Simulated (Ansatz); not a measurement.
**BaH in Ansatz: convergence with xc grid**

The system is BaH.

```
CELL_PARAMETERS angstrom
3.93367 0.00000 0.00000
0.00000 3.93367 0.00000
0.00000 0.00000 3.48388
ATOMIC_POSITIONS crystal
Ba 0.50212 0.51593 0.00180
H 0.99125 0.99517 0.99278
```

The cell was built by a generator and needn't be a form met in nature.

The cell isn't the ideal one: atoms moved at random, drawn with an rms of 0.05 Å.

- Program: Ansatz 0.2.0
- Task: convergence study
- Functional: PBEsol
- Potentials or basis: JTH PAW
- Cutoff: 660 eV (not typed: the program's choice for these potentials)
- k mesh: 5 × 5 × 6
- Occupations: gaussian, width 0.05 eV
- Spin: no spin polarisation

These are the settings of the first run; the series varies xc grid, with any setting tied to it.

Hardware: 2 threads of Arm Neoverse V2 (shared host).

| xc grid | energy less the tightest run, at zero smearing (meV/atom) | SCF cycles | CPU time (s) | peak memory (GiB) |
| --- | --- | --- | --- | --- |
| 1 | -0.02 | 7 | 6.8 | 0.38 |
| 2 | 0.01 | 7 | 6.8 | 0.38 |
| 3 | 0.00 | 7 | 7.1 | 0.41 |
| 4 | 0.00 | 7 | 7.6 | 0.46 |
| 5 | 0.00 | 7 | 8.5 | 0.54 |

Against the tightest run, the energy stays within 1 meV/atom from 1 on. The tightest run that finished is the yardstick and may itself not be fully converged.

 The run has no spin-orbit coupling, so splittings on Ba are missing.
